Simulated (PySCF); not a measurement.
# Cl6Ta ([TaCl6]-): the cost of one run

Computed with PySCF 2.14.0 and routines of our own; the level stands in each step. Atoms count from 0.

## (1) The system as given

7 atoms, charge -1, multiplicity 1; geometry from: GFN2-xTB.

## (2) Geometry optimisation at PBE0-D3(BJ)/def2-SVP

Job settings and geometry (Å):

```
{"job": {"xc": "PBE0", "basis": "def2-SVP", "d3": "d3bj", "grid": 1, "maxiter": 30, "shake": 0.03, "kind": "geom"}, "charge": -1, "multiplicity": 1}
Ta     0.061460    -0.076520     0.012550
Cl    -0.024400    -0.013190     2.350710
Cl    -0.030040     0.011850    -2.382820
Cl     2.456770     0.004410     0.003280
Cl    -2.365140    -0.037110    -0.055780
Cl    -0.031330     2.371560     0.006830
Cl     0.024540    -2.363000    -0.003320
```

The run is started by

```sh
OMP_NUM_THREADS=1 python heavy_run.py task.json out
```

This one command runs all jobs of the session in turn.

Q: Estimate the wall time and peak memory of this first job on 1 thread of Arm Neoverse V2, shared host.

About 2 min, with a peak of 0.57 GiB.
